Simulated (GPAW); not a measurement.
Crystal: GeW.

```xyz
2
Lattice="0.0000 2.5776 2.5776 2.5776 0.0000 2.5776 2.5776 2.5776 0.0000" Properties=species:S:1:pos:R:3 pbc="T T T"
Ge    2.5776    2.5776    2.5776
W     0.0000    0.0000    0.0000
```

The cell was built by a generator and needn't be a form met in nature.

Base run:

- Program: GPAW 26.7.0
- Functional: PBE
- Potentials or basis: GPAW PAW data sets (gpaw-data 1.2.1)
- Cutoff: 600 eV
- Basis: pw
- k mesh: 9 × 9 × 9
- Occupations: fermi-dirac, width 0.05 eV
- Spin: no spin polarisation
- Hubbard terms: W d U = 4 eV

Its results: band gap on the k mesh none (metal or under the smearing width); pressure 1.7 GPa.

Problem. The run is repeated on the same cell with these changes: hubbard terms from W d U = 4 eV to W d U = 1 eV. What comes out?

Solution. Band gap on the k mesh none (metal or under the smearing width); pressure 0.6 GPa.

Caveats: U without spin polarisation on a metal has little footing; the U is typed as a test and isn't derived for this compound.
